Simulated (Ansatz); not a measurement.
# ClH3S3Zr: up Jacob's ladder to CCSD(T)

The task here is to estimate one member of a computed series from the others.

Method: functionals in def2-TZVPP, the program's frozen cores in correlated methods; program: Ansatz 0.2.0, Gaussian basis.

Levels to be run: LDA (SPW92), PBE-D4, revPBE-D4, BLYP-D4, r2SCAN-D4, B97M-V, PBE0-D4, B3LYP-D4, r2SCANh-D4, r2SCAN0-D4, HSE06-D4, BHLYP-D4, CAM-B3LYP-D4, LC-ωPBE, ωB97X-V, ωB97M-V, B2PLYP, PBE-QIDH; CCSD(T)/def2-SVP; CCSD(T)/def2-TZVPP; MP2/def2-QZVPP; extrapolation to the limit; RPA on PBE.

### The relaxed structure

An earlier PBE0-D4 in a triple-zeta def2 set relaxation fixed the geometry. Zr takes the def2 core potential; no spin-orbit term is included.

SMILES `[SH][Zr]([SH])([SH])[Cl]`, 8 atoms, charge 0, spin multiplicity 1.

Atoms are counted from 1 here; the program's logs count them from 0.

Bond lengths: S1–Zr2 2.419 Å, S1–H6 1.350 Å, Zr2–S3 2.426 Å, Zr2–S4 2.417 Å, Zr2–Cl5 2.330 Å, S3–H7 1.349 Å, S4–H8 1.349 Å. Angles: Zr2–S1–H6 90.0°, S1–Zr2–S3 108.1°, S1–Zr2–S4 104.7°, S1–Zr2–Cl5 111.7°, S3–Zr2–S4 109.2°, S3–Zr2–Cl5 110.7°, S4–Zr2–Cl5 112.1°, Zr2–S3–H7 89.5°, Zr2–S4–H8 89.8°.

Set-up of the first run:

Contents of in.yaml:

```yaml
crystal:
  periodic: [false, false, false]
  atoms:
    - {symbol: S, position_ang: [0.131551, 1.328917, 1.747383]}
    - {symbol: Zr, position_ang: [-0.429182, -0.350141, 0.099382]}
    - {symbol: S, position_ang: [0.120957, 0.532972, -2.091925]}
    - {symbol: S, position_ang: [1.030051, -2.211680, 0.596511]}
    - {symbol: Cl, position_ang: [-2.678971, -0.946904, 0.207289]}
    - {symbol: H, position_ang: [-0.943763, 2.055409, 1.373764]}
    - {symbol: H, position_ang: [0.934220, 1.438066, -1.510505]}
    - {symbol: H, position_ang: [1.835138, -1.846660, -0.421899]}
basis:
  gaussian: {orbitals: def2-TZVPP}
hamiltonian: {xc: lda}
output: {orbitals: {seedname: orbitals}}
```

Command:

```sh
> ansatz run in.yaml --threads 2 --pin off --events-out ev --progress --plain --max-ram 32768MiB --backend cpu
```

Steps of the session up to this table: LDA; PBE-D4 (GGA); revPBE-D4 (GGA); BLYP-D4 (GGA); r2SCAN-D4 (meta-GGA); B97M-V (meta-GGA); B3LYP-D4 (hybrid); r2SCANh-D4 (hybrid); r2SCAN0-D4 (hybrid); HSE06-D4 (hybrid); BHLYP-D4 (hybrid); CAM-B3LYP-D4 (range-separated); LC-ωPBE (range-separated); ωB97X-V (range-separated); ωB97M-V (range-separated); B2PLYP (double hybrid); PBE-QIDH (double hybrid).

One of the session's tables, all rows but one given; the rest of the session is left out.

It belongs to the step «Orbital energies across the functionals». 

| functional | HOMO (eV) | LUMO (eV) | gap (eV) |
| --- | --- | --- | --- |
| LDA (SPW92) | -6.96 | -3.43 | 3.53 |
| PBE-D4 | -6.81 | -3.23 | 3.59 |
| revPBE-D4 | -6.76 | -3.15 | 3.61 |
| BLYP-D4 | -6.62 | -3.07 | 3.55 |
| r2SCAN-D4 | ? | ? | ? |
| B97M-V | -7.17 | -3.05 | 4.11 |
| PBE0-D4 | -7.99 | -2.45 | 5.55 |
| B3LYP-D4 | -7.73 | -2.62 | 5.11 |
| r2SCANh-D4 | -7.54 | -2.81 | 4.73 |
| r2SCAN0-D4 | -8.19 | -2.36 | 5.83 |
| HSE06-D4 | -7.60 | -2.82 | 4.77 |
| BHLYP-D4 | -9.01 | -1.48 | 7.53 |
| CAM-B3LYP-D4 | -9.26 | -1.37 | 7.89 |
| LC-ωPBE | -10.68 | -0.32 | 10.36 |
| ωB97X-V | -10.31 | -0.37 | 9.94 |
| ωB97M-V | -10.12 | -0.42 | 9.70 |

**Question.** Estimate the row for r2SCAN-D4.

Worked estimate for «HOMO (eV)». Against the share of exact exchange, r2SCANh-D4 (0.1, -7.54), r2SCAN0-D4 (0.25, -8.19) give a slope of -4.33 per unit share; at 0 the line stands at -7.11.

**Answer.** HOMO (eV): -7.11; LUMO (eV): -3.10; gap (eV): 4.01. In «HOMO (eV)» the line misses by 0.00.
